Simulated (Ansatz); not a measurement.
# WSi+ (quartet): from Hartree-Fock to the top rungs, def2-QZVPP

An exercise on one series of results from a longer session: the logs are not shown, and one member is left open.

Computed with Ansatz 0.2.0, Gaussian basis. Level: def2-QZVPP, core rule «outside noble gas», up to 9 orbitals frozen.

To be run: UHF; ROHF; CCSD(T) on UHF.

### The system

The geometry is a PBE0/def2-TZVP stationary point (not a proven minimum). No spin-orbit coupling is included. Elements past krypton take def2 core potentials.

2 atoms, charge 1, spin multiplicity 4.

Atoms are counted from 1 here; the program's logs count them from 0.

Bond lengths: W1–Si2 2.358 Å.

The first run:

in.yaml

```yaml
crystal:
  periodic: [false, false, false]
  atoms:
    - {symbol: W, position_ang: [0.000000, 0.000000, 0.000000]}
    - {symbol: Si, position_ang: [0.000000, 0.000000, 2.358200]}
basis:
  gaussian: {orbitals: "def2-QZVPP.json"}
total_charge: 1
magnetization: {spin_polarized: true, initial_magnetization: 3}
hamiltonian: {xc: hf}
output: {orbitals: {seedname: orbitals}}
```

Launch:

```console
$ ansatz run in.yaml --threads 1 --pin off --events-out ev --progress --plain --max-ram 4096MiB --backend cpu
```

Among the steps run: UHF; ROHF; CCSD(T) on UHF.

One of the session's tables, all rows but one given; the rest of the session is left out.

```
  method  from UCCSD(T) (meV)
    ROHF              +7192.7
    UMP2              +1505.3
   UCCSD                    ?
UCCSD(T)                    0
```

**Question.** Estimate the row for UCCSD.

As computed: from UCCSD(T) (meV): +442.8. In the column «from UCCSD(T) (meV)» it lies between UCCSD(T) (0) and UMP2 (+1505.3).

Left out of the table: UHF (another determinant or state than the rows shown).

Caveats from the session: The determinant is far from a pure spin state, so its energy mixes those of several spin states (harmless only where they are near-degenerate, as at dissociation). Warnings: spin contamination; coupled cluster took another determinant than the lowest.
